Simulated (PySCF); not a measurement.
**Er³⁸⁺, Tm³⁹⁺: ionisation energies with spin-orbit coupling**

Aim: the ionisation energy of these ions from differences of total energies, at each level of theory, and how far each lands from the tabulated value where there is one.

Method: two-component X2C-1e, generalised determinants. Code: PySCF 2.14.0.

### Step 1. The atom as given

| Property | Result |
| --- | --- |
| Elements | erbium (Z = 68), thulium (Z = 69) |
| Basis | one for each species, given in its step |
| Hamiltonian | two-component X2C-1e, Gaussian nucleus, no Breit or QED terms; spin-orbit coupling, run by run: off; screened by Boettger's factors |
| Core shells frozen in the correlated runs | [Ne] (for Er³⁸⁺) |
| State 1 | Er³⁸⁺: [Ar] 3d10 4s2 |
| State 2 | Tm³⁹⁺: [Ar] 3d10 4s2 |
| Needed too, but not shown | Er³⁹⁺ [Ar] 3d10 4s1 (2S), Tm⁴⁰⁺ [Ar] 3d10 4s1 (2S) |
| Methods | GHF, GMP2 |

Outer shells as boxes (Hund's rule):

Er38+ [Ar] 3d10 4s2
```
[Ar] core
3d [↑↓][↑↓][↑↓][↑↓][↑↓]
4s [↑↓]
```

Tm39+ [Ar] 3d10 4s2
```
[Ar] core
3d [↑↓][↑↓][↑↓][↑↓][↑↓]
4s [↑↓]
```

All steps ran in one process of a driver on top of PySCF, which takes the settings above as its task.

The integrals over 123 functions and the set-up took 0.75 s of CPU time.

### Step 2. Er³⁸⁺

Basis: an uncontracted even-tempered set (16 s from 4.3 bohr⁻², ratio 2.8; 13 p from 5.6 bohr⁻², ratio 2.8; 8 d from 10 bohr⁻², ratio 2.8; 4 f from 24 bohr⁻², ratio 3).

**GHF (spin-free)**

The log of the run:

```text
cycle= 1 E= -12196.1569362910  delta_E= -1.22e+04  |FDS-SDF|= 0.0166
cycle= 2 E= -12196.1569837731  delta_E= -4.75e-05  |FDS-SDF|= 0.00184
cycle= 3 E= -12196.1569849655  delta_E= -1.19e-06  |FDS-SDF|= 0.000106
cycle= 4 E= -12196.1569849706  delta_E= -5.09e-09  |FDS-SDF|= 1.99e-06
```

It used 6.4 s of CPU time after the integrals (shared host).

Occupied spinors (without spin-orbit coupling the j labels only name the start):

```csv
spinor shell,electrons,mean energy (eV),weight of the nominal j,rms radius (bohr)
1s1/2,2,-59477.3,1.000,0.0231
2s1/2,2,-11501.4,1.000,0.0933
2p3/2,4,-10365.7,0.827,0.0843
2p1/2,2,-10365.7,0.654,0.0843
3s1/2,2,-3837.1,1.000,0.237
3p1/2,2,-3482.0,0.577,0.237
3p3/2,4,-3482.0,0.788,0.237
3d5/2,6,-3053.0,0.801,0.214
3d3/2,4,-3053.0,0.702,0.214
4s1/2,2,-1791.1,1.000,0.500
```

M_J = 0, ⟨J²⟩ = 0.000, ⟨L²⟩ = 0.000, ⟨S²⟩ = 0.000.

**GMP2 (spin-free)**

This step left no log, only its results.

It used 5.3 s of CPU time after the integrals (shared host).

With 20 electrons correlated and 72 very high virtual spinors dropped, the MP2 correlation energy is -0.82240 hartree. Largest pairs: 3d3/2-3d5/2 -0.1859, 3d5/2-3d5/2 -0.1323, 3d5/2-3p3/2 -0.0659, 3d3/2-3d3/2 -0.0572, 4s1/2-4s1/2 -0.0544.

**GHF (screened spin-orbit)**

The log of the run:

```text
cycle= 1 E= -12206.6418405492  delta_E= -1.22e+04  |FDS-SDF|= 0.265
cycle= 2 E= -12206.6482178669  delta_E= -0.00638  |FDS-SDF|= 0.00621
cycle= 3 E= -12206.6482298461  delta_E= -1.2e-05  |FDS-SDF|= 0.000255
cycle= 4 E= -12206.6482298778  delta_E= -3.16e-08  |FDS-SDF|= 3.28e-05
cycle= 5 E= -12206.6482298783  delta_E= -4.58e-10  |FDS-SDF|= 5.47e-07
```

CPU time 7.3 s on a shared host, the integrals not counted.

The outer occupied spinors:

```csv
spinor shell,electrons,mean energy (eV),weight of the nominal j,rms radius (bohr)
2p1/2,2,-11018.2,1.000,0.0797
2p3/2,4,-10092.9,1.000,0.0864
3s1/2,2,-3836.1,1.000,0.237
3p1/2,2,-3627.1,1.000,0.228
3p3/2,4,-3420.7,1.000,0.241
3d3/2,4,-3079.7,1.000,0.212
3d5/2,6,-3034.8,1.000,0.216
4s1/2,2,-1790.9,1.000,0.500
```

M_J = 0, ⟨J²⟩ = 0.000, ⟨L²⟩ = 0.042, ⟨S²⟩ = 0.042.

**GMP2 (screened spin-orbit)**

No log was kept for this step.

CPU time 3.7 s on a shared host, the integrals not counted.

With 20 electrons correlated and 72 very high virtual spinors dropped, the MP2 correlation energy is -0.82501 hartree. Largest pairs: 3d3/2-3d5/2 -0.1869, 3d5/2-3d5/2 -0.1316, 3d5/2-3p3/2 -0.0655, 4s1/2-4s1/2 -0.0569, 3d3/2-3d3/2 -0.0567.

### Step 3. Tm³⁹⁺

Basis: an even-tempered Gaussian basis (16 s from 4.6 bohr⁻², ratio 2.8; 13 p from 5.9 bohr⁻², ratio 2.8; 8 d from 11 bohr⁻², ratio 2.8; 4 f from 25 bohr⁻², ratio 3).

**GHF (spin-free)**

The log of the run:

```text
cycle= 1 E= -12613.0107576385  delta_E= -1.26e+04  |FDS-SDF|= 0.0179
cycle= 2 E= -12613.0108108181  delta_E= -5.32e-05  |FDS-SDF|= 0.00194
cycle= 3 E= -12613.0108121021  delta_E= -1.28e-06  |FDS-SDF|= 0.00011
cycle= 4 E= -12613.0108121073  delta_E= -5.27e-09  |FDS-SDF|= 2.03e-06
```

CPU time 6.2 s on a shared host, the integrals not counted.

Occupied spinors (without spin-orbit coupling the j labels only name the start):

```csv
spinor shell,electrons,mean energy (eV),weight of the nominal j,rms radius (bohr)
1s1/2,2,-61477.3,1.000,0.0227
2s1/2,2,-11951.3,1.000,0.0916
2p1/2,2,-10758.4,0.601,0.0829
2p3/2,4,-10758.4,0.800,0.0829
3s1/2,2,-4006.6,1.000,0.233
3p3/2,4,-3635.7,0.831,0.232
3p1/2,2,-3635.7,0.663,0.232
3d5/2,6,-3193.4,0.801,0.210
3d3/2,4,-3193.4,0.702,0.210
4s1/2,2,-1877.1,1.000,0.489
```

M_J = 0, ⟨J²⟩ = 0.000, ⟨L²⟩ = 0.000, ⟨S²⟩ = 0.000.

**GMP2 (spin-free)**

The driver printed no log here.

CPU time 5.2 s on a shared host, the integrals not counted.

With 20 electrons correlated and 72 very high virtual spinors dropped, the MP2 correlation energy is -0.82263 hartree. Largest pairs: 3d3/2-3d5/2 -0.1859, 3d5/2-3d5/2 -0.1323, 3d5/2-3p3/2 -0.0660, 3d3/2-3d3/2 -0.0572, 4s1/2-4s1/2 -0.0542.

**GHF (screened spin-orbit)**

The log of the run:

```text
cycle= 1 E= -12624.5468744826  delta_E= -1.26e+04  |FDS-SDF|= 0.279
cycle= 2 E= -12624.5537045069  delta_E= -0.00683  |FDS-SDF|= 0.00645
cycle= 3 E= -12624.5537169024  delta_E= -1.24e-05  |FDS-SDF|= 0.000266
cycle= 4 E= -12624.5537169353  delta_E= -3.29e-08  |FDS-SDF|= 3.3e-05
cycle= 5 E= -12624.5537169358  delta_E= -4.57e-10  |FDS-SDF|= 5.31e-07
```

CPU time 7.2 s on a shared host, the integrals not counted.

The outer occupied spinors:

```csv
spinor shell,electrons,mean energy (eV),weight of the nominal j,rms radius (bohr)
2p1/2,2,-11456.9,1.000,0.0781
2p3/2,4,-10467.9,1.000,0.0850
3s1/2,2,-4005.6,1.000,0.233
3p1/2,2,-3791.8,1.000,0.223
3p3/2,4,-3570.1,1.000,0.237
3d3/2,4,-3222.1,1.000,0.208
3d5/2,6,-3173.8,1.000,0.211
4s1/2,2,-1876.9,1.000,0.489
```

M_J = 0, ⟨J²⟩ = 0.000, ⟨L²⟩ = 0.045, ⟨S²⟩ = 0.045.

**GMP2 (screened spin-orbit)**

No log was kept for this step.

CPU time 3.7 s on a shared host, the integrals not counted.

With 20 electrons correlated and 72 very high virtual spinors dropped, the MP2 correlation energy is -0.82545 hartree. Largest pairs: 3d3/2-3d5/2 -0.1868, 3d5/2-3d5/2 -0.1316, 3d5/2-3p3/2 -0.0655, 4s1/2-4s1/2 -0.0569, 3d3/2-3d3/2 -0.0567.

### Step 4. The energy differences

Ionisation energy: Er³⁸⁺ [Ar] 3d10 4s2 → Er³⁹⁺ [Ar] 3d10 4s1 [4s1/2^1, M_J = 1/2].

```csv
method,value (eV),less the reference (eV)
GHF (spin-free),1790.9,-12.1
GMP2 (spin-free),1793.5,-9.5
GHF (screened spin-orbit),1790.7,-12.3
GMP2 (screened spin-orbit),1793.4,-9.6
```

Reference: 1803 ± 4 eV (theoretical estimate listed by NIST; NIST Atomic Spectra Database, ionization energies). For this ion Breit and QED terms and the two-electron picture change, all absent here, are large against electron correlation. The spin-free rows have the spin-orbit operator switched off.

Ionisation energy: Tm³⁹⁺ [Ar] 3d10 4s2 → Tm⁴⁰⁺ [Ar] 3d10 4s1 [4s1/2^1, M_J = 1/2].

```csv
method,value (eV),less the reference (eV)
GHF (spin-free),1876.9,-12.1
GMP2 (spin-free),1879.6,-9.4
GHF (screened spin-orbit),1876.7,-12.3
GMP2 (screened spin-orbit),1879.4,-9.6
```

Reference: 1889 ± 4 eV (theoretical estimate listed by NIST; NIST Atomic Spectra Database, ionization energies). For this ion Breit and QED terms and the two-electron picture change, all absent here, are large against electron correlation. The spin-free rows have the spin-orbit operator switched off.

The differences also use runs on Er³⁹⁺ [Ar] 3d10 4s1 (2S), Tm⁴⁰⁺ [Ar] 3d10 4s1 (2S), which are not shown here.

### Step 5. Outcome

| quantity | value |
| --- | --- |
| ionisation energy, Er³⁸⁺ | GHF (spin-free) 1790.9, GMP2 (screened spin-orbit) 1793.4 eV; reference 1803 ± 4 |
| ionisation energy, Tm³⁹⁺ | GHF (spin-free) 1876.9, GMP2 (screened spin-orbit) 1879.4 eV; reference 1889 ± 4 |

In words: For the first difference the methods span 2.852 eV, from GHF (screened spin-orbit) (1790.7) to GMP2 (spin-free) (1793.5). The reference is uncertain or not like for like (spin-orbit coupling or other relativistic terms), so no ranking of close methods is drawn. Spin-orbit coupling moves the first difference by -0.120 eV at GMP2. The basis is finite, and no extrapolation was made.
